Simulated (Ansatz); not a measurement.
# Ni (Fm-3m): equation of state

An exercise on one series of results from a longer session: the logs are not shown, and one member is left open.

Method: DFT r²SCAN, scalar-relativistic, plane waves, PAW, in Ansatz 0.2.0.

## The starting structure

The structure is cubic, space group Fm-3m (No. 225). Conventional cell: a = 3.478 Å, b = 3.478 Å, c = 3.478 Å, α = 90.00°, β = 90.00°, γ = 90.00°. Ni (site symmetry m-3m) has 12 Ni at 2.46 Å as nearest neighbours.

Coordinates:

```xyz
1
Lattice="0.0000 1.7392 1.7392 1.7392 0.0000 1.7392 1.7392 1.7392 0.0000" Properties=species:S:1:pos:R:3 pbc="T T T"
Ni    0.0000    0.0000    0.0000
```

An earlier run at r²SCAN left this cell at 10.522 Å³/atom and 0.00 GPa (22×22×22 mesh).

Volume factors to run: 0.980, 1.020, 0.960, 1.040.

Set-up of the first run:

input.yaml

```yaml
crystal:
  lattice:
    - [0.0, 1.7275386918, 1.7275386918]
    - [1.7275386918, 0.0, 1.7275386918]
    - [1.7275386918, 1.7275386918, 0.0]
  atoms:
    - { symbol: Ni, position: [0.0, 0.0, 0.0], spin: 0.9 }
basis:
  ecutwfc: 500
  ecutrho_ratio: 4
kpoints:
  mp_grid: { grid: [22, 22, 22] }
hamiltonian:
  xc: r2scan
scf:
  occupations: { method: gaussian, width: 0.05 }
output:
  forces: true
  stress: true
  eigenvalues: true
  populations: true
magnetization:
  spin_polarized: true
```

On the command line:

```
> ansatz run input.yaml --threads 1 --pin off --max-ram 2560MiB --backend cpu --events-out ev --progress --plain --runs-dir out
```

Steps of the session up to this table: Volume × 0.980; At 1.020 of the relaxed volume; Scaling the volume by 0.960; At 1.040 of the relaxed volume.

One of the session's tables, all rows but one given; the rest of the session is left out.

```
volume (Å³/atom)  energy (meV/atom)  pressure (GPa)  moment of atom 1 (μB)
          10.101              12.21            9.63                   0.78
          10.311               2.97            4.54                   0.80
          10.522               0.00            0.00                   0.82
          10.732                  ?               ?                      ?
          10.943              10.50           -7.72                   0.84
```

**Question.** Estimate the row for volume (Å³/atom) = 10.732.

Worked estimate for «energy (meV/atom)». A straight line through the neighbours (10.522, 0.00) and (10.943, 10.50) gives 0.00 + (10.50 − 0.00) × (10.732 − 10.522) / (10.943 − 10.522) = 5.24; a parabola fitted to 3 rows on both sides gives 2.50.

The run gave: energy (meV/atom): 2.71; pressure (GPa): -4.08; moment of atom 1 (μB): 0.83. In «energy (meV/atom)» the line misses by +2.53 and the parabola by -0.21.

volume (Å³/atom), energy (meV/atom) and a bar:
```
    10.10       12.2 ##############################
    10.31        3.0 #######
    10.52        0.0 
    10.73        2.7 #######
    10.94       10.5 ##########################
```

Limits of these values: Warnings in the runs' records: stability check not made.
